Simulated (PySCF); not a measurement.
# C₂H₇GeNO: runs on many settings

Aim: see how C₂H₇GeNO (`C[C](=O)[GeH2][NH2]`) answers to the choice of functional, basis, grid and SCF options, and what happens with inputs that are wrong on purpose.

Programs: PySCF 2.14.0, with density-fitted response routines of our own. Each step states its level of theory. These are calculated values for one molecule, in the gas phase or a continuum, unless marked as measured. Atoms count from 0, in the outputs and in this text.

### 1 Starting geometry

12 atoms, charge 0, multiplicity 1; geometry from: GFN2-xTB.

Bonds of the start (Å): C0–C1 1.50, C1–O2 1.20, C1–Ge3 2.01, Ge3–N4 1.82, C0–H5 1.09, C0–H6 1.09, C0–H7 1.09, Ge3–H8 1.51, Ge3–H9 1.52, N4–H10 1.01, N4–H11 1.01.

### 2 Nuclear shieldings: X3LYP/pcSseg-1

Job settings and geometry (Å):

```
{"job": {"kind": "nmr", "xc": "X3LYP", "basis": "pcSseg-1", "pop": true, "scf": {"guess": "atom"}}, "charge": 0, "multiplicity": 1}
C     -1.651840     0.307627     0.789053
C     -0.987039    -0.652816    -0.144658
O     -1.579038    -1.339179    -0.936899
Ge     1.020691    -0.720824    -0.039708
N      1.581534     0.986531    -0.350113
H     -1.413303     0.012985     1.810588
H     -1.222345     1.295374     0.625659
H     -2.730182     0.331671     0.646913
H      1.565292    -1.016904     1.336473
H      1.551680    -1.761404    -1.006666
H      1.296245     1.394661    -1.230501
H      2.569503     1.161593    -0.232009
```

Method: GIAO X3LYP/pcSseg-1 NMR shielding, non-relativistic, gas phase.

Started as:

```sh
$ OMP_NUM_THREADS=1 python probes_run.py task.json out
```

This one command runs all jobs of the session in turn.

Log:

```text
final grid: 95264 points
cycle   1  E = -2286.5967853991  dE =  1.328e+00  |g| = 1.452e+00  |ddm| = 3.303e+00
cycle   2  E = -2285.8912088417  dE =  7.056e-01  |g| = 2.232e+00  |ddm| = 3.594e+00
cycle   3  E = -2286.9830209818  dE = -1.092e+00  |g| = 4.068e-01  |ddm| = 2.968e+00
cycle   4  E = -2287.0102799151  dE = -2.726e-02  |g| = 1.978e-01  |ddm| = 3.697e-01
cycle   5  E = -2287.0176141528  dE = -7.334e-03  |g| = 5.948e-02  |ddm| = 1.719e-01
cycle   6  E = -2287.0183543779  dE = -7.402e-04  |g| = 1.279e-02  |ddm| = 5.305e-02
cycle   7  E = -2287.0183935738  dE = -3.920e-05  |g| = 2.774e-03  |ddm| = 1.596e-02
cycle   8  E = -2287.0183950880  dE = -1.514e-06  |g| = 1.240e-03  |ddm| = 3.272e-03
cycle   9  E = -2287.0183952802  dE = -1.922e-07  |g| = 1.904e-04  |ddm| = 1.018e-03
cycle  10  E = -2287.0183952871  dE = -6.905e-09  |g| = 3.261e-05  |ddm| = 2.246e-04
cycle  11  E = -2287.0183952874  dE = -2.674e-10  |g| = 1.188e-05  |ddm| = 5.909e-05
converged SCF energy = -2287.0183952874

GIAO shielding tensors (ppm)
atom      isotropic    diamagn.    paramagn.     s11        s22        s33       span
  0 C      142.251     251.042    -108.791    109.909    130.396    186.448     76.538
  1 C      -56.446     251.880    -308.327   -137.519   -114.579     82.760    220.279
  2 O     -490.102     401.495    -891.597  -1284.135   -493.726    307.554   1591.689
  3 Ge    1433.012    2755.321   -1322.309   1297.542   1443.325   1558.170    260.628
  4 N      263.346     316.284     -52.938    227.959    261.127    300.953     72.995
  5 H       29.260      29.749      -0.489     26.203     29.662     31.916      5.713
  6 H       28.532      30.824      -2.291     24.839     29.793     30.964      6.125
  7 H       29.701      28.627       1.073     27.026     27.378     34.698      7.672
  8 H       26.895      29.461      -2.566     21.208     22.341     37.136     15.928
  9 H       26.999      29.132      -2.133     20.430     22.151     38.415     17.985
 10 H       31.976      31.946       0.031     24.462     27.956     43.510     19.049
 11 H       31.822      30.135       1.687     23.723     27.360     44.383     20.661
```

Wall time 15 s (1 thread of Intel Xeon 6975P-C, shared host); peak memory 0.74 GiB.

Shifts follow as δ = σ(reference) − σ, with reference shieldings (ppm) from runs at the same level and on the same kind of geometry: ¹H TMS 31.81, ¹³C TMS 182.2, ¹⁵N NH3 266.7, ¹⁷O H2O 336.7. The references are single molecules in the gas phase, so shifts against H2O, NH3, PH3, H3PO4 or CFCl3 are not on the usual liquid scales and can be off by tens of ppm. Atoms listed in one row are averaged.

```tsv
atoms	environment	σ (ppm)	δ (ppm)
C1	carbonyl carbon	-56.4	238.6
C0	methyl carbon α to a carbonyl	142.3	39.9
H8, H9	hydrogen on a germanium bonded to C, N	26.95	4.86
H5, H6, H7	hydrogen on a methyl carbon α to a carbonyl	29.16	2.65
H10, H11	hydrogen on a nitrogen bonded to Ge	31.90	-0.09
O2	carbonyl oxygen	-490.1	826.8
Ge3	germanium bonded to C, N, 2 H	1433	–
N4	nitrogen bonded to Ge, 2 H	263.3	3.4
```

The run also stored atomic charges by several schemes (e):

```tsv
atoms	Mulliken	IAO	Hirshfeld	ESP fit
C0	-0.15	-0.46	-0.12	-0.26
C1	-0.07	0.19	0.10	0.47
O2	-0.33	-0.38	-0.23	-0.47
Ge3	0.64	0.70	0.38	0.51
N4	-0.63	-0.80	-0.32	-1.00
```

Mayer bond orders: C0–C1 0.99, C1–O2 1.97, C1–Ge3 0.81, Ge3–N4 0.94.

The fields below are evaluated on a grid from the run's orbitals.

Frontier orbitals at X3LYP/pcSseg-1, with the share of their density that lies nearest to each atom:

```tsv
orbital	energy (eV)	lies on
HOMO	-6.56	O2 47 %; C1 14 %; Ge3 12 %
LUMO	-1.15	C1 41 %; O2 29 %; Ge3 7 %
```

ELF in a plane through or near 7 of the atoms.

Ten even steps from '0' (0.00) to '9' (1.00):
```
0000000000000000000000000000
0000000000000000000000000000
0000000000000000000000000000
0000000000000000000000000000
0000000002330000442000000000
0000012224674005998200000000
0000289978887009999412100000
0000499982697008999568830000
0000289982384002762799970000
0000024678863112631799981000
0000000242132586698589950000
0000000131363595155112200000
0000000374231586553000000000
0000014999843334554100000000
0000027999993001233200000000
0000004999992000121000000000
0000000599971000000000000000
0000000012210000000000000000
0000000000000000000000000000
0000000000000000000000000000
```
The map spans 10.7 Å across and 9.0 Å up, centred on the molecule. Atoms in the plane (x, y in Å): C0 (1.8, 0.4), C1 (0.9, -0.7), N4 (-1.7, 0.9), H6 (1.3, 1.4), H7 (2.8, 0.4), H9 (-1.7, -1.9), H11 (-2.6, 1.1).

On the surface of density 0.002 e/bohr³ the electrostatic potential runs, from the 1st to the 99th percentile, from -1.58 V near O2 to 1.52 V near H11.

### 3 J couplings: KT3/6-311G** in dichloromethane

Settings changed since step 2:

```diff
@@ -1,2 +1,2 @@
-{"job": {"kind": "nmr", "xc": "X3LYP", "basis": "pcSseg-1", "pop": true, "scf": {"guess": "atom"}}, "charge": 0, "multiplicity": 1}
+{"job": {"kind": "j", "xc": "KT3", "basis": "6-311G**", "solvent": "dichloromethane", "scf": {"conv": 1e-08}}, "charge": 0, "multiplicity": 1}
 C     -1.651840     0.307627     0.789053
```

With the program's defaults for keys left out, this is: KT3/6-311G** indirect spin-spin coupling, non-relativistic, IEF-PCM dichloromethane.

Log:

```text
final grid: 95264 points
cycle   1  E = -2298.3042338183  dE = -1.257e+00  |g| = 1.706e+00  |ddm| = 2.717e+00
cycle   2  E = -2297.0980101298  dE =  1.206e+00  |g| = 2.572e+00  |ddm| = 3.681e+00
cycle   3  E = -2298.3382855614  dE = -1.240e+00  |g| = 9.641e-01  |ddm| = 3.551e+00
cycle   4  E = -2298.4983283863  dE = -1.600e-01  |g| = 3.832e-01  |ddm| = 7.553e-01
cycle   5  E = -2298.5231122272  dE = -2.478e-02  |g| = 1.441e-01  |ddm| = 3.686e-01
cycle   6  E = -2298.5269493152  dE = -3.837e-03  |g| = 4.899e-02  |ddm| = 1.503e-01
cycle   7  E = -2298.5275136223  dE = -5.643e-04  |g| = 8.444e-03  |ddm| = 4.591e-02
cycle   8  E = -2298.5275274659  dE = -1.384e-05  |g| = 3.310e-03  |ddm| = 7.934e-03
cycle   9  E = -2298.5275292370  dE = -1.771e-06  |g| = 6.342e-04  |ddm| = 2.657e-03
cycle  10  E = -2298.5275293219  dE = -8.493e-08  |g| = 1.035e-04  |ddm| = 6.907e-04
cycle  11  E = -2298.5275293249  dE = -2.951e-09  |g| = 3.594e-05  |ddm| = 1.676e-04
converged SCF energy = -2298.5275293249

Indirect spin-spin couplings (Hz)
  i      j    bonds     total        FC       PSO       DSO        SD
  0 C    1 C    1     26.104    28.025    -2.231     0.309         -
  0 C    2 O    2      2.765     0.465     2.268     0.032         -
  0 C    4 N    3      0.531     0.523    -0.003    -0.003     0.015
  0 C    5 H    1    126.640   124.697     1.130     0.812         -
  0 C    6 H    1    127.459   125.558     1.071     0.831         -
  0 C    7 H    1    132.813   131.113     0.944     0.757         -
  0 C    8 H    3     -0.928    -0.854     0.058    -0.132         -
  0 C    9 H    3      4.676     5.106     0.293    -0.723         -
  0 C   11 H    4     -0.246    -0.130     0.249    -0.365         -
  1 C    2 O    1     46.126    26.716    19.526    -0.117         -
  1 C    4 N    2     -3.961    -4.101     0.104     0.010     0.025
  1 C    5 H    2     -5.699    -5.703    -0.240     0.243         -
  1 C    6 H    2     -5.869    -5.854    -0.278     0.263         -
  1 C    7 H    2     -7.128    -6.879    -0.303     0.054         -
  1 C    8 H    2      6.821     7.349     0.018    -0.546         -
  1 C    9 H    2     12.549    13.029    -0.012    -0.469         -
  1 C   10 H    3     -0.374    -0.378    -0.081     0.085         -
  1 C   11 H    3      7.463     7.788     0.295    -0.621         -
  2 O    4 N    3     -0.070     0.186    -0.164    -0.023    -0.070
  2 O    5 H    3     -1.455    -2.047     0.363     0.229         -
  2 O    6 H    3     -1.709    -2.335     0.393     0.233         -
  2 O    7 H    3     -2.228    -2.923     0.685     0.010         -
  2 O    8 H    3     -1.353    -1.678    -0.054     0.379         -
  2 O    9 H    3     -0.025    -0.001    -0.029     0.006         -
  2 O   10 H    4      0.163     0.070     0.018     0.075         -
  4 N    5 H    4      0.225     0.187    -0.004     0.041     0.000
  4 N    6 H    4     -0.928    -0.884     0.121    -0.167     0.002
  4 N    7 H    4      0.266     0.245    -0.077     0.096     0.001
  4 N    8 H    2     -6.548    -6.754    -0.022     0.203     0.025
  4 N    9 H    2      2.182     1.882    -0.108     0.372     0.036
  4 N   10 H    1    -66.903   -63.518    -2.477    -0.465    -0.444
  4 N   11 H    1    -67.877   -64.524    -2.453    -0.457    -0.443
  5 H    6 H    2    -23.055   -23.350     2.290    -1.995         -
  5 H    7 H    2    -14.531   -14.588     2.518    -2.461         -
  5 H    8 H    4      1.762     1.249    -0.635     1.149         -
  5 H    9 H    4     -1.386     0.343     0.971    -2.701         -
  5 H   10 H    5     -0.306     0.003     0.787    -1.095         -
  5 H   11 H    5     -0.522    -0.088     0.822    -1.257         -
  6 H    7 H    2    -13.884   -13.951     2.502    -2.436         -
  6 H    8 H    4     -0.888    -0.396     0.283    -0.775         -
  6 H    9 H    4     -1.871     0.002     1.039    -2.912         -
  6 H   10 H    5      0.445     0.044    -0.705     1.105         -
  6 H   11 H    5      0.173     0.299     0.738    -0.864         -
  7 H    8 H    4     -1.175    -0.683     0.967    -1.459         -
  7 H    9 H    4      3.161     4.157     1.100    -2.095         -
  7 H   11 H    5     -0.499    -0.082     1.171    -1.588         -
  8 H    9 H    2     17.960    21.143     1.165    -4.348         -
  8 H   10 H    3     11.095    13.401     2.171    -4.477         -
  8 H   11 H    3      0.658     0.864     0.222    -0.427         -
  9 H   10 H    3     -3.003    -1.951     0.715    -1.766         -
  9 H   11 H    3     -3.749    -2.650     0.786    -1.885         -
 10 H   11 H    2    -12.054   -13.267     4.828    -3.616         -
```

Run time: 9.3 s. Hardware: 1 thread of Intel Xeon 6975P-C, shared host; peak memory 0.7 GiB.

This basis has no tight s functions, so the Fermi-contact terms are rough.

Couplings of 1 Hz or more over one to four bonds, nine at most for each number, with means over like pairs (isotopes 13C, 1H, 15N, 17O):

```tsv
pair	bonds	J (Hz)	Fermi contact (Hz)
C0–H5	1	129.0	127.1
N4–H10	1	-67.4	-64.0
C1–O2	1	46.1	26.7
C0–C1	1	26.1	28.0
H8–H9	2	18.0	21.1
H5–H6	2	-17.2	-17.3
H10–H11	2	-12.1	-13.3
C1–H8	2	9.7	10.2
C1–H5	2	-6.2	-6.1
C1–N4	2	-4.0	-4.1
C0–O2	2	2.8	0.5
N4–H8	2	-2.2	-2.4
C1–H10	3	3.5	3.7
C0–H8	3	1.9	2.1
O2–H5	3	-1.8	-2.4
H8–H10	3	1.3	2.4
```

Means hide unlike values in this fixed geometry: H5–H6 from -23.1 to -13.9 Hz; C1–H8 from 6.8 to 12.5 Hz; N4–H8 from -6.5 to 2.2 Hz. They hold only if the pairs exchange fast.

The spin-dipole term was solved for some atoms only; pairs without it lack that part.

The response was solved for the nuclei of C, H, N alone, so couplings that need other nuclei can be missing.

Quadrupole couplings from the field gradients of the same density:

```tsv
atom	isotope	eQq/h (MHz)	η
Ge3	73Ge	-24.5	0.72
O2	17O	11.7	0.48
N4	14N	-4.496	0.12
```

Joined with the shifts from before (X3LYP/pcSseg-1, unscaled), the couplings predict the line list below for 600 MHz.

¹H NMR δ 4.86 (s, 2H), 2.65 (s, 3H), -0.09 (br s, 2H).

### 4 Excited states and response: KT3/def2-SVPD

Settings changed since step 3:

```diff
@@ -1,2 +1,2 @@
-{"job": {"kind": "j", "xc": "KT3", "basis": "6-311G**", "solvent": "dichloromethane", "scf": {"conv": 1e-08}}, "charge": 0, "multiplicity": 1}
+{"job": {"kind": "uv", "xc": "KT3", "basis": "def2-SVPD", "nstates": 1, "ntriplets": 0, "tda": true}, "charge": 0, "multiplicity": 1}
 C     -1.651840     0.307627     0.789053
```

With the program's defaults for keys left out, this is: TDA KT3/def2-SVPD, vertical, gas phase, core orbitals frozen in the response.

Log:

```text
coarse grid: 45384 points
cycle   1  E = -2297.8628694901  dE = -1.210e-01  |g| = 9.610e-01  |ddm| = 4.547e+00
cycle   2  E = -2296.2840849207  dE =  1.579e+00  |g| = 2.685e+00  |ddm| = 6.383e+00
cycle   3  E = -2298.0261769933  dE = -1.742e+00  |g| = 3.908e-01  |ddm| = 5.947e+00
cycle   4  E = -2298.0509770258  dE = -2.480e-02  |g| = 2.512e-01  |ddm| = 8.126e-01
cycle   5  E = -2298.0642469772  dE = -1.327e-02  |g| = 5.736e-02  |ddm| = 3.349e-01
cycle   6  E = -2298.0651324908  dE = -8.855e-04  |g| = 1.493e-02  |ddm| = 9.340e-02
cycle   7  E = -2298.0651851450  dE = -5.265e-05  |g| = 3.700e-03  |ddm| = 2.281e-02
cycle   8  E = -2298.0651885069  dE = -3.362e-06  |g| = 9.564e-04  |ddm| = 6.539e-03
final grid: 95264 points
cycle   9  E = -2298.0651916264  dE =  2.489e-07  |g| = 1.564e-03  |ddm| = 6.808e-03
cycle  10  E = -2298.0651897145  dE =  1.912e-06  |g| = 3.426e-03  |ddm| = 5.804e-03
cycle  11  E = -2298.0651920059  dE = -2.291e-06  |g| = 8.020e-04  |ddm| = 3.855e-03
cycle  12  E = -2298.0651921358  dE = -1.298e-07  |g| = 6.756e-05  |ddm| = 8.165e-04
cycle  13  E = -2298.0651921369  dE = -1.138e-09  |g| = 1.843e-05  |ddm| = 1.209e-04
cycle  14  E = -2298.0651921370  dE = -8.549e-11  |g| = 2.938e-06  |ddm| = 2.605e-05
converged SCF energy = -2298.0651921370

Static polarisability (au): isotropic 69.624, principal 57.869 70.132 80.873

Singlet excitations
state   eV       nm        f      main configurations
  1   3.5553    348.7   0.00186   H->L 0.99
```

It took 19 s on 1 thread of Intel Xeon 6975P-C, shared host; peak memory 0.62 GiB.

Frontier orbitals and where they lie:

```tsv
orbital	eV	atoms
HOMO−3	-9.15	O2 26 %, C0 14 %, Ge3 14 %
HOMO−2	-8.45	Ge3 36 %, H8 25 %, H9 16 %
HOMO−1	-6.25	N4 62 %, Ge3 12 %, H10 6 %
HOMO	-5.61	O2 48 %, C1 16 %, Ge3 12 %
LUMO	-2.25	C1 37 %, O2 33 %, Ge3 10 %
LUMO+1	-0.55	Ge3 29 %, N4 13 %, H11 12 %
LUMO+2	-0.08	Ge3 24 %, C0 14 %, C1 11 %
```

Leading natural transition orbitals of singlet state 1: the hole lies on O2 48 %; C1 11 %; Ge3 10 %; the particle on C1 44 %; O2 29 %.

Ground-state properties from the same run:

```tsv
property	computed
dipole moment (D)	2.32
polarisability (Å³)	10.32
HOMO–LUMO gap (eV)	3.36
−ε(HOMO) (eV)	5.61
```

### 5 Shielding tensors: HF/cc-pVDZ-PP

Job settings and geometry (Å):

```
{"job": {"kind": "nmr", "xc": "HF", "basis": "cc-pVDZ-PP", "pop": false, "scf": {"max_cycle": 52}}, "charge": 0, "multiplicity": 1}
C     -1.602285     0.298398     0.765381
C     -0.957428    -0.633232    -0.140318
O     -1.531667    -1.299004    -0.908792
Ge     0.990070    -0.699199    -0.038517
N      1.534088     0.956935    -0.339610
H     -1.370904     0.012595     1.756270
H     -1.185675     1.256513     0.606889
H     -2.648277     0.321721     0.627506
H      1.518333    -0.986397     1.296379
H      1.505130    -1.708562    -0.976466
H      1.257358     1.352821    -1.193586
H      2.492418     1.126745    -0.225049
```

Level: HF/cc-pVDZ-PP.

Log:

```text
KeyError: 'Element c (Z=6) not found in basis cc-pVDZ-PP version 0'
```

It took 0.01 s on 1 thread of Intel Xeon 6975P-C, shared host.

**What went wrong.** The basis cc-pVDZ-PP has no functions for an element of the molecule, so the input was refused before any integral. Besides, the coordinates were scaled in this input. Cure: choose a basis that covers all elements, and undo the other change.

### 6 NMR shieldings: PW91/aug-pcSseg-1 in chloroform

Job settings and geometry (Å):

```
{"job": {"kind": "nmr", "xc": "PW91", "basis": "aug-pcSseg-1", "solvent": "chloroform", "pop": true, "grid": 4, "scf": {"conv": 1e-08}}, "charge": 0, "multiplicity": 1}
C     -1.651840     0.307627     0.789053
C     -0.987039    -0.652816    -0.144658
O     -1.579038    -1.339179    -0.936899
Ge     1.020691    -0.720824    -0.039708
N      1.581534     0.986531    -0.350113
H     -1.413303     0.012985     1.810588
H     -1.222345     1.295374     0.625659
H     -2.730182     0.331671     0.646913
H      1.565292    -1.016904     1.336473
H      1.551680    -1.761404    -1.006666
H      1.296245     1.394661    -1.230501
H      2.569503     1.161593    -0.232009
```

Level: GIAO PW91/aug-pcSseg-1 NMR shielding, non-relativistic, IEF-PCM chloroform.

Log:

```text
final grid: 253496 points
cycle   1  E = -2287.0178943195  dE = -1.454e-01  |g| = 1.438e+00  |ddm| = 5.238e+00
cycle   2  E = -2285.5982911140  dE =  1.420e+00  |g| = 2.915e+00  |ddm| = 4.292e+00
cycle   3  E = -2287.1467676864  dE = -1.548e+00  |g| = 8.004e-01  |ddm| = 3.933e+00
cycle   4  E = -2287.2599672023  dE = -1.132e-01  |g| = 1.836e-01  |ddm| = 7.933e-01
cycle   5  E = -2287.2629364678  dE = -2.969e-03  |g| = 1.275e-01  |ddm| = 3.642e-01
cycle   6  E = -2287.2664450415  dE = -3.509e-03  |g| = 3.039e-02  |ddm| = 1.494e-01
cycle   7  E = -2287.2666362477  dE = -1.912e-04  |g| = 7.308e-03  |ddm| = 4.587e-02
cycle   8  E = -2287.2666486013  dE = -1.235e-05  |g| = 2.072e-03  |ddm| = 1.270e-02
cycle   9  E = -2287.2666496521  dE = -1.051e-06  |g| = 4.455e-04  |ddm| = 3.582e-03
cycle  10  E = -2287.2666496928  dE = -4.069e-08  |g| = 1.543e-04  |ddm| = 8.188e-04
cycle  11  E = -2287.2666496980  dE = -5.205e-09  |g| = 6.049e-05  |ddm| = 2.555e-04
converged SCF energy = -2287.2666496980

GIAO shielding tensors (ppm)
atom      isotropic    diamagn.    paramagn.     s11        s22        s33       span
  0 C      139.776     266.169    -126.393    103.604    130.108    185.615     82.011
  1 C      -66.025     246.641    -312.666   -166.852   -111.082     79.858    246.711
  2 O     -402.917     381.140    -784.056  -1096.099   -413.154    300.502   1396.602
  3 Ge    1391.054    2750.316   -1359.262   1257.270   1399.487   1516.404    259.134
  4 N      253.426     319.213     -65.788    225.628    254.662    279.987     54.360
  5 H       28.718      27.430       1.288     25.735     29.112     31.309      5.574
  6 H       28.045      28.450      -0.405     24.440     29.164     30.530      6.089
  7 H       29.433      28.604       0.829     26.960     27.340     33.999      7.039
  8 H       26.351      25.979       0.372     20.723     21.905     36.424     15.701
  9 H       26.587      27.203      -0.616     20.094     21.808     37.860     17.766
 10 H       31.219      32.348      -1.128     24.003     27.113     42.542     18.539
 11 H       31.083      32.652      -1.569     23.278     26.679     43.294     20.016
```

Run time: 38 s. Hardware: 1 thread of Intel Xeon 6975P-C, shared host; peak memory 0.88 GiB.

In short: σ C1 -66.0, C0 139.8, O2 -402.9, Ge3 1391, H8 26.47, H5 28.73 ppm (means over like atoms).

### 7 Comparing the runs: NMR shifts

Isotropic shieldings (ppm) of some atoms, chosen among heavy atoms and hydrogens apart, means over like atoms, with basis size and wall time:

```tsv
run	C1	C0	H8	H10	O2	Ge3	N4	functions	time
X3LYP/pcSseg-1	-56.4	142.3	26.95	31.90	-490.1	1433	263.3	144	15 s
PW91/aug-pcSseg-1 in chloroform	-66.0	139.8	26.47	31.15	-402.9	1391	253.4	217	38 s
```

### 8 What came out

| quantity | value |
| --- | --- |
| ¹³C shifts against TMS (X3LYP/pcSseg-1) | 238.6, 39.9 ppm |
| ¹H shifts against TMS (X3LYP/pcSseg-1, means over atoms taken as alike) | 4.86, 2.65, -0.09 ppm |
| ¹⁷O shifts against H2O (X3LYP/pcSseg-1) | 826.8 ppm |
| ¹⁵N shifts against NH3 (X3LYP/pcSseg-1) | 3.4 ppm |
| shieldings of Ge (X3LYP/pcSseg-1) | Ge3 1433.0 ppm |
| potential on the surface of density 0.002 e/bohr³, 1st and 99th percentile | -1.58 V and 1.52 V |
| largest coupling of the table (KT3/6-311G**) | ¹J(C,H) C0–H5, 129.0 Hz (mean over like pairs) |
| lowest singlet (KT3/def2-SVPD) | 3.56 eV (349 nm), f = 0.002 |
| range of the shielding of O2 | -490.1 to -402.9 ppm |
| property runs in this session | 5, of which 1 failed and 0 gave unsound results |

**Reading.** Single values in the summary come from the first sound run of each kind (X3LYP/pcSseg-1; KT3/6-311G**; KT3/def2-SVPD), which need not be the best level. At X3LYP/pcSseg-1: The largest span, 1592 ppm, is at O2, where the paramagnetic term is -892 ppm. At X3LYP/pcSseg-1, counted by nearest atom on the grid, the HOMO lies on O2 47 %; C1 14 %, the LUMO on C1 41 %; O2 29 %. Of the pairs tabulated at KT3/6-311G**, C0–H5 (mean over like pairs) couples most strongly (129.0 Hz; Fermi contact 127.1 Hz). Couplings across rotatable bonds belong to this one conformer; where others are populated, the observed values are averages. The lowest singlet, at 3.56 eV, is HOMO→LUMO 0.99 and is weak. In ppm, O2 moves most: its shielding spreads over 87.2 ppm, from -490.1 (X3LYP/pcSseg-1) to -402.9 (PW91/aug-pcSseg-1 in chloroform). Spin-orbit coupling is left out, which matters for shieldings and couplings at and beside the heavy atoms. Couplings from bases without tight functions are rough.
